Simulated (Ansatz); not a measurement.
# singlet [SiH2SClO2]+ at 6 levels

We compute a comparison of 6 runs (HF/STO-3G, B3LYP/6-31G*, CAM-B3LYP/def2-SVP, PBE0/def2-SVP, MP2/def2-SVP) of singlet [SiH2SClO2]+. 

The calculation is run with Ansatz 0.2.0.

87 further runs of the same task are left out: 87 set aside as unsound or not needed.

**1. Starting point**

[SiH2SClO2]+: 7 atoms, total charge +1, spin state singlet. As SMILES of the parent species, `O[Si](O)([S])Cl`. The coordinates come from a PBE0-D4/def2-TZVP relaxation. This is one conformer, not always the lowest. That shape belongs to the parent species and isn't relaxed for this state.

Bond lengths: O1–Si2 1.629 Å, Si2–O3 1.620 Å, Si2–S4 2.101 Å, Si2–Cl5 2.052 Å, O1–H6 0.959 Å, O3–H7 0.960 Å. Angles: O1–Si2–O3 106.1°, O1–Si2–S4 115.6°, O1–Si2–Cl5 110.3°, O3–Si2–S4 111.5°, O3–Si2–Cl5 112.0°, S4–Si2–Cl5 101.6°, Si2–O1–H6 117.9°, Si2–O3–H7 116.8°.

**2. A single-point energy at HF/STO-3G (run 1)**

Input file run.yaml:

```yaml
crystal:
  periodic: [false, false, false]
  atoms:
    - {symbol: O, position_ang: [-0.721300, 0.390200, 1.089800]}
    - {symbol: Si, position_ang: [0.021300, -0.031700, -0.297300]}
    - {symbol: O, position_ang: [0.987900, -1.278400, 0.072600]}
    - {symbol: S, position_ang: [-1.252400, -0.496200, -1.902100]}
    - {symbol: Cl, position_ang: [1.072800, 1.560300, -1.054000]}
    - {symbol: H, position_ang: [-1.337800, 1.124200, 1.063500]}
    - {symbol: H, position_ang: [1.290700, -1.336400, 0.981700]}
basis:
  gaussian:
    orbitals: STO-3G
total_charge: 1
output:
  orbitals: {seedname: orbitals}
accuracy: high
hamiltonian:
  xc: hf
```

Command:

```
$ ansatz run run.yaml --threads 1 --pin off --max-ram 2610MiB --events-out events.jsonl --progress --plain --runs-dir runs
```

The program printed:

```text
Warning: RAYON_NUM_THREADS=1 ignored (pool sized by the plan → 1); use --threads N
Functional definition: HF
  name "HF"
  exchange = exact_x
  correlation = 0
809 factors; integrals over basis functions are off by at most 3.1e-8 eV
mean field evaluation 1: about -34879.4213 eV, gradient 3.6e1 eV
mean field evaluation 2: about -34879.5039 eV, gradient 3.6e1 eV
mean field evaluation 4: about -34884.6019 eV, gradient 1.8e0 eV
mean field evaluation 8: about -34884.6355 eV, gradient 7.5e-2 eV
mean field evaluation 16: about -34884.6324 eV, gradient 2.9e-8 eV
mean field evaluation 32: about -34884.5125 eV, gradient 2.7e-1 eV
mean field evaluation 64: about -34884.6324 eV, gradient 5.3e-4 eV
mean field -34884.63239782 eV, -1281.9865949668 hartree, gradient 2.9e-8 eV, S^2 0.000000; 3 other end points of the search recorded, 0 dependent functions left out
reference -34884.63239782 eV, -1281.9865949668 hartree; 32, 32 occupied and 7, 7 virtual orbitals, 809 factors
Total energy: -34884.63239782 eV, -1281.9865949668 hartree
```

Run time: 0.78 s. Hardware: 1 thread of Arm Neoverse V2, shared host; peak memory 0.096 GiB.

**3. The energy at B3LYP/6-31G(d) (spherical functions) (run 2)**

Input file molecule.yaml:

```yaml
crystal:
  periodic: [false, false, false]
  atoms:
    - symbol: O
      position_ang: [-0.721300, 0.390200, 1.089800]
    - symbol: Si
      position_ang: [0.021300, -0.031700, -0.297300]
    - symbol: O
      position_ang: [0.987900, -1.278400, 0.072600]
    - symbol: S
      position_ang: [-1.252400, -0.496200, -1.902100]
    - symbol: Cl
      position_ang: [1.072800, 1.560300, -1.054000]
    - symbol: H
      position_ang: [-1.337800, 1.124200, 1.063500]
    - symbol: H
      position_ang: [1.290700, -1.336400, 0.981700]
basis:
  gaussian:
    orbitals: 6-31G_st_-spherical.json
total_charge: 1
hamiltonian:
  xc: {name: B3LYP}
accuracy: high
output: {orbitals: {seedname: orbitals}}
```

The basis set 6-31G* is read from a file made from the Basis Set Exchange's data (not shown).

Command:

```
$ ansatz run molecule.yaml --threads 1 --pin off --max-ram 2610MiB --events-out events.jsonl --progress --plain --runs-dir runs
```

The program printed:

```text
Warning: RAYON_NUM_THREADS=1 ignored (pool sized by the plan → 1); use --threads N
Functional definition: B3LYP
  name "B3LYP"
  parameter a0 = 0.2
  parameter ax = 0.72
  parameter ac = 0.81
  exchange = (1 - a0 - ax)*slater_x + ax*b88_x + a0*exact_x
  correlation = (1 - ac)*vwn_rpa_c + ac*lyp_c
1822 factors; integrals over basis functions are off by at most 6.7e-9 eV
mean field evaluation 1: about -35337.3915 eV, gradient 9.4e1 eV
mean field evaluation 2: about -35240.4383 eV, gradient 2.1e2 eV
mean field evaluation 4: about -35353.4035 eV, gradient 1.4e1 eV
mean field evaluation 8: about -35353.9859 eV, gradient 7.8e-1 eV
mean field evaluation 16: about -35354.1645 eV, gradient 3.0e-2 eV
mean field evaluation 32: about -35354.1645 eV, gradient 1.4e-6 eV
mean field -35354.16449379 eV, -1299.2415812333 hartree, gradient 9.1e-8 eV, S^2 0.000000; 3 other end points of the search recorded, 0 dependent functions left out
reference -35354.16453164 eV, -1299.2415826242 hartree; 32, 32 occupied and 54, 54 virtual orbitals, 1822 factors
Total energy: -35354.16453164 eV, -1299.2415826242 hartree
```

It took 15 s on 1 thread of Arm Neoverse V2, shared host; peak memory 0.31 GiB.

Runs 3 to 5 aren't shown in full; the table further down has their settings and results.

**4. The energy at MP2/def2-SVP (run 6)**

Edit run.yaml of step 2 so:

```diff
@@ -11,9 +11,5 @@
 basis:
-  gaussian:
-    orbitals: STO-3G
+  gaussian: {orbitals: def2-SVP}
 total_charge: 1
-output:
-  orbitals: {seedname: orbitals}
+correlation: {method: mp2, frozen_orbitals: {Cl: 5, H: 0, O: 1, S: 5, Si: 5}}
 accuracy: high
-hamiltonian:
-  xc: hf
```

Command:

```
$ ansatz run run.yaml --threads 1 --pin off --max-ram 2610MiB --events-out events.jsonl --progress --plain --runs-dir runs
```

The program printed:

```text
Warning: RAYON_NUM_THREADS=1 ignored (pool sized by the plan → 1); use --threads N
[... 4 set-up lines as earlier in the session ...]
1854 factors; integrals over basis functions are off by at most 2.1e-8 eV
mean field evaluation 1: about -35261.7450 eV, gradient 6.1e1 eV
mean field evaluation 2: about -35261.7596 eV, gradient 6.1e1 eV
mean field evaluation 4: about -35269.1936 eV, gradient 3.2e0 eV
mean field evaluation 8: about -35269.2525 eV, gradient 1.9e-1 eV
mean field evaluation 16: about -35269.2533 eV, gradient 2.5e-8 eV
mean field evaluation 32: about -35268.2678 eV, gradient 6.6e0 eV
mean field -35269.25328492 eV, -1296.1211518623 hartree, gradient 2.5e-8 eV, S^2 0.000000; 5 other end points of the search recorded, 0 dependent functions left out; unrestricted orbitals would lower it
unrestricted determinant -35270.67215160 eV, -1296.1732942510 hartree, S^2 1.0149
17 core orbitals not correlated: weight in the atoms' cores, before any rotation towards them, 1.000 or more for the frozen orbitals, at most 0.000 for the correlated occupied ones
reference -35269.25328492 eV, -1296.1211518623 hartree; 15, 15 occupied and 60, 60 virtual orbitals, 1854 factors
second order -18.90860275 eV of doubles, -0.00000000 eV of singles
Total energy: -35288.16188766 eV, -1296.8160301965 hartree
```

Wall time 11 s (1 thread of Arm Neoverse V2, shared host); peak memory 0.34 GiB.

**5. Overview of the runs**

```csv
run,level,Cartesian functions,frozen core orbitals,energy (Eh),HOMO energy (eV),LUMO energy (eV),HOMO–LUMO gap (eV),wall time
1,HF/STO-3G,no,–,-1281.986595,-15.86,-7.39,8.47,0.78 s
2,B3LYP/6-31G* (spherical functions),no,–,-1299.241583,-14.23,-13.15,1.08,15 s
3,B3LYP/6-31G* (Cartesian functions),yes,–,-1299.252222,-14.23,-13.15,1.08,14 s
4,CAM-B3LYP/def2-SVP,no,–,-1298.761001,-15.95,-12.13,3.82,20 s
5,PBE0/def2-SVP,no,–,-1298.217601,-14.58,-13.12,1.46,14 s
6,MP2/def2-SVP,no,17,-1296.816030,–,–,–,11 s
```

**6. Outcome**

| quantity | value |
| --- | --- |
| run 6: total energy | -1296.81603 Eh |
| run 6: correlation energy (17 core orbitals frozen) | -694.9 mEh |

**Reading.** Over runs 1, 2, 3, 4, 5 the HOMO–LUMO gap runs from 1.08 eV (B3LYP/6-31G*) to 8.47 eV (HF/STO-3G). The two ends differ in method and basis. Totals of different functionals can't be ranked against each other. In run 6 the log says that unrestricted orbitals would lower the reference, so the values rest on an unstable closed-shell determinant (other closed-shell runs at this shape may share the fault). In run 1 the basis is minimal, so the values are rough. All runs together took 73 s, the longest 20 s.
